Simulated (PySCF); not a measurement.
# H6N3Ti (Ti(NH2)3): the cost of one run

Programs: PySCF 2.14.0, with routines of our own; each step states its level. All values are computed. Atoms count from 0.

### 1 The system as given

10 atoms, charge 0, states of the metal's open shell are computed; geometry from: model start, shaken.

### 2 Relaxing the molecule at PBE0-D3(BJ)/def2-TZVP

What the job is given:

```
{"job": {"xc": "PBE0", "basis": "def2-TZVP", "d3": "d3bj", "grid": 1, "maxiter": 45, "kind": "geom"}, "charge": 0, "metal": "Ti", "open_shell": "d1"}
Ti     0.000020     0.004480    -0.004110
N      1.836640    -0.006820    -0.014870
H      2.450900     0.840100    -0.007380
H      2.440690    -0.812650     0.005350
N     -0.923420     1.588190    -0.000440
H     -1.924710     1.691600    -0.006860
H     -0.543380     2.512420    -0.027630
N     -0.928530    -1.621160     0.004070
H     -0.512510    -2.534570    -0.037750
H     -1.943220    -1.712490     0.001700
```

Started as:

```console
> OMP_NUM_THREADS=1 python lf_run.py task.json out
```

This one command runs all jobs of the session in turn.

Q: Estimate the wall time and peak memory of this first job on 1 thread of Intel Xeon Platinum 8488C, shared host.

About 64 s, with a peak of 0.68 GiB.
